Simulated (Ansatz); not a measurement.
The system is ZnH.

```xyz
2
Lattice="0.0000 2.2159 2.2159 2.2159 0.0000 2.2159 2.2159 2.2159 0.0000" Properties=species:S:1:pos:R:3 pbc="T T T"
Zn    0.0000    0.0000    0.0000
H     1.1080    1.1080    1.1080
```

The cell was built by a generator and needn't be a form met in nature.

Base run:

- Program: Ansatz 0.2.0
- Functional: RPBE
- Potentials or basis: Ansatz PAW
- Cutoff: 420 eV (not typed: the program's choice for these potentials)
- k mesh: 10 × 10 × 10
- Occupations: fermi-dirac, width 0.05 eV
- Spin: no spin polarisation

Its results: band gap on the k mesh none (metal or under the smearing width); pressure 2.3 GPa.

Q: After a change of settings the same cell gave: band gap on the k mesh none (metal or under the smearing width); pressure 5.2 GPa. Which change was it?
A. functional from RPBE to BLYP
B. functional from RPBE to revPBE
C. functional from RPBE to r2SCAN; cutoff from 420 eV (not typed: the program's choice for these potentials) to 500 eV (not typed: the program's choice for these potentials)
D. functional from RPBE to PBEsol

A: A.

Caveats: the PAW data sets come from PBE, with cores solved anew for the run's functional, which leaves a small shift of forces and pressure.

Runs at the PBE level aren't shown here.
